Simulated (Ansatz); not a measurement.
# C2H4OSSi: up Jacob's ladder to CCSD(T)

One table from this session's results is given with a row withheld; the runs are named, their logs left out.

The runs use Ansatz 0.2.0, Gaussian basis; functionals in def2-TZVPP, the program's frozen cores in correlated methods.

Levels to be run: PBE-D4, r2SCAN-D4, PBE0-D4, B3LYP-D4, ωB97X-V, ωB97M-V, B2PLYP; CCSD(T)/def2-TZVPP; MP2/def2-QZVPP; extrapolation to the limit.

### The geometry

An earlier PBE0-D4 in a triple-zeta def2 set relaxation fixed the geometry.

SMILES `O[SiH]1C=C1S`, 9 atoms, charge 0, spin multiplicity 1.

Atoms are counted from 1 here; the program's logs count them from 0.

Bond lengths: O1–Si2 1.637 Å, O1–H6 0.959 Å, Si2–C3 1.782 Å, Si2–C4 1.802 Å, Si2–H7 1.472 Å, C3–C4 1.353 Å, C3–H8 1.084 Å, C4–S5 1.712 Å, S5–H9 1.349 Å. Angles: Si2–O1–H6 117.0°, O1–Si2–C3 125.6°, O1–Si2–C4 124.9°, O1–Si2–H7 104.2°, C3–Si2–C4 44.4°, C3–Si2–H7 124.8°, C4–Si2–H7 123.2°, Si2–C3–C4 68.6°, Si2–C3–H8 158.2°, C4–C3–H8 133.2°, Si2–C4–C3 67.0°, Si2–C4–S5 154.1°, C3–C4–S5 138.9°, C4–S5–H9 98.7°.

Geometry (Å):

```xyz
9

O     0.4597    1.5823    1.6922
Si    0.8853    0.5880    0.4634
C     0.2131   -1.0339    0.1609
C    -0.2618   -0.1295   -0.7262
S    -1.3428   -0.0685   -2.0523
H    -0.4108    1.4546    2.0747
H     2.2510    1.0114    0.1120
H     0.0351   -2.0931    0.3077
H    -1.7404   -1.3577   -2.0496
```

Set-up of the first run:

File in.yaml:

```yaml
crystal:
  periodic: [false, false, false]
  atoms:
    - {symbol: O, position_ang: [0.459726, 1.582273, 1.692211]}
    - {symbol: Si, position_ang: [0.885332, 0.588022, 0.463367]}
    - {symbol: C, position_ang: [0.213120, -1.033887, 0.160923]}
    - {symbol: C, position_ang: [-0.261800, -0.129467, -0.726190]}
    - {symbol: S, position_ang: [-1.342782, -0.068469, -2.052346]}
    - {symbol: H, position_ang: [-0.410787, 1.454614, 2.074658]}
    - {symbol: H, position_ang: [2.251007, 1.011430, 0.112018]}
    - {symbol: H, position_ang: [0.035141, -2.093139, 0.307715]}
    - {symbol: H, position_ang: [-1.740357, -1.357676, -2.049558]}
basis:
  gaussian: {orbitals: def2-TZVPP}
hamiltonian: {xc: pbe, dispersion: d4}
output: {forces: true, orbitals: {seedname: orbitals}}
```

On the command line:

```
ansatz run in.yaml --threads 4 --pin off --events-out ev --progress --plain --max-ram 10444MiB
```

Among the steps run: PBE-D4 (GGA); r2SCAN-D4 (meta-GGA); PBE0-D4 (hybrid); B3LYP-D4 (hybrid); ωB97X-V (range-separated); ωB97M-V (range-separated); B2PLYP (double hybrid); CCSD(T) in def2-TZVPP; MP2 in def2-QZVPP.

One of the session's tables, all rows but one given; the rest of the session is left out.

```
            method  atomisation energy (kJ/mol)
            PBE-D4                       3545.0
         r2SCAN-D4                       3471.0
           PBE0-D4                       3461.5
          B3LYP-D4                       3430.0
           ωB97X-V                       3457.6
           ωB97M-V                       3463.8
            B2PLYP                       3399.7
     HF/def2-TZVPP                       2400.5
    MP2/def2-TZVPP                       3434.4
   CCSD/def2-TZVPP                            ?
CCSD(T)/def2-TZVPP                       3335.3
           MP2/CBS                       3544.5
       CCSD(T)/CBS                       3445.4
```

Estimate the missing values for CCSD/def2-TZVPP.

The run gave: atomisation energy (kJ/mol): 3264.0. In the column «atomisation energy (kJ/mol)» it lies between HF/def2-TZVPP (2400.5) and CCSD(T)/def2-TZVPP (3335.3).
